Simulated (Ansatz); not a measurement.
# ZnO: the cost of one run

Method: DFT PBE, scalar-relativistic, plane waves, PAW, in Ansatz 0.2.0.

## (1) Starting point

Symmetry: P6_3mc, No. 186, hexagonal system. Conventional cell: a = 3.249 Å, b = 3.249 Å, c = 5.204 Å, α = 90.00°, β = 90.00°, γ = 120.00°. Zn (site symmetry 3m) is surrounded by 4 O at 1.97 to 1.99 Å. O (site symmetry 3m) has 4 Zn at 1.97 to 1.99 Å as nearest neighbours.

As a file:

```
CELL_PARAMETERS angstrom
6.49880 0.00000 0.00000
-3.24940 5.62813 0.00000
0.00000 0.00000 10.40760
ATOMIC_POSITIONS crystal
Zn 0.16667 0.33333 0.00000
Zn 0.33333 0.16667 0.25000
Zn 0.16667 0.33333 0.50000
Zn 0.33333 0.16667 0.75000
Zn 0.16667 0.83333 0.00000
Zn 0.33333 0.66667 0.25000
Zn 0.16667 0.83333 0.50000
Zn 0.33333 0.66667 0.75000
Zn 0.66667 0.33333 0.00000
Zn 0.83333 0.16667 0.25000
Zn 0.66667 0.33333 0.50000
Zn 0.83333 0.16667 0.75000
Zn 0.66667 0.83333 0.00000
Zn 0.83333 0.66667 0.25000
Zn 0.66667 0.83333 0.50000
Zn 0.83333 0.66667 0.75000
O 0.16667 0.33333 0.19100
O 0.33333 0.16667 0.44100
O 0.16667 0.33333 0.69100
O 0.33333 0.16667 0.94100
O 0.16667 0.83333 0.19100
O 0.33333 0.66667 0.44100
O 0.16667 0.83333 0.69100
O 0.33333 0.66667 0.94100
O 0.66667 0.33333 0.19100
O 0.83333 0.16667 0.44100
O 0.66667 0.33333 0.69100
O 0.83333 0.16667 0.94100
O 0.66667 0.83333 0.19100
O 0.83333 0.66667 0.44100
O 0.66667 0.83333 0.69100
O 0.83333 0.66667 0.94100
```

## (2) Relaxing cell and atoms: ZnO, no spin

The input, input.yaml:

```yaml
crystal:
  lattice:
    - [6.4988, 0.0, 0.0]
    - [-3.2494, 5.62812589, 0.0]
    - [0.0, 0.0, 10.4076]
  atoms:
    - { symbol: Zn, position: [0.166667, 0.333333, 0.0] }
    - { symbol: Zn, position: [0.333333, 0.166667, 0.25] }
    - { symbol: Zn, position: [0.166667, 0.333333, 0.5] }
    - { symbol: Zn, position: [0.333333, 0.166667, 0.75] }
    - { symbol: Zn, position: [0.166667, 0.833333, 0.0] }
    - { symbol: Zn, position: [0.333333, 0.666667, 0.25] }
    - { symbol: Zn, position: [0.166667, 0.833333, 0.5] }
    - { symbol: Zn, position: [0.333333, 0.666667, 0.75] }
    - { symbol: Zn, position: [0.666667, 0.333333, 0.0] }
    - { symbol: Zn, position: [0.833333, 0.166667, 0.25] }
    - { symbol: Zn, position: [0.666667, 0.333333, 0.5] }
    - { symbol: Zn, position: [0.833333, 0.166667, 0.75] }
    - { symbol: Zn, position: [0.666667, 0.833333, 0.0] }
    - { symbol: Zn, position: [0.833333, 0.666667, 0.25] }
    - { symbol: Zn, position: [0.666667, 0.833333, 0.5] }
    - { symbol: Zn, position: [0.833333, 0.666667, 0.75] }
    - { symbol: O, position: [0.166667, 0.333333, 0.191] }
    - { symbol: O, position: [0.333333, 0.166667, 0.441] }
    - { symbol: O, position: [0.166667, 0.333333, 0.691] }
    - { symbol: O, position: [0.333333, 0.166667, 0.941] }
    - { symbol: O, position: [0.166667, 0.833333, 0.191] }
    - { symbol: O, position: [0.333333, 0.666667, 0.441] }
    - { symbol: O, position: [0.166667, 0.833333, 0.691] }
    - { symbol: O, position: [0.333333, 0.666667, 0.941] }
    - { symbol: O, position: [0.666667, 0.333333, 0.191] }
    - { symbol: O, position: [0.833333, 0.166667, 0.441] }
    - { symbol: O, position: [0.666667, 0.333333, 0.691] }
    - { symbol: O, position: [0.833333, 0.166667, 0.941] }
    - { symbol: O, position: [0.666667, 0.833333, 0.191] }
    - { symbol: O, position: [0.833333, 0.666667, 0.441] }
    - { symbol: O, position: [0.666667, 0.833333, 0.691] }
    - { symbol: O, position: [0.833333, 0.666667, 0.941] }
scf:
  occupations: { method: gaussian, width: 0.05 }
output:
  forces: true
  stress: true
  write_density: true
  write_potential: true
  elf: true
  volumetric_format: npy
hamiltonian:
  xc: pbe
kpoints:
  mp_grid: { grid: [4, 4, 3] }
relax:
  f_tol: 0.01
  max_steps: 60
  cell: { stress_tol: 0.05 }
```

Started as:

```
$ ansatz run input.yaml --threads 8 --pin off --max-ram 20480MiB --backend cpu --events-out ev --progress --plain --runs-dir out
```

What time and memory should one allow on 8 threads of Arm Neoverse N1, shared host?

About 1.8 min, with a peak of 2.4 GiB.
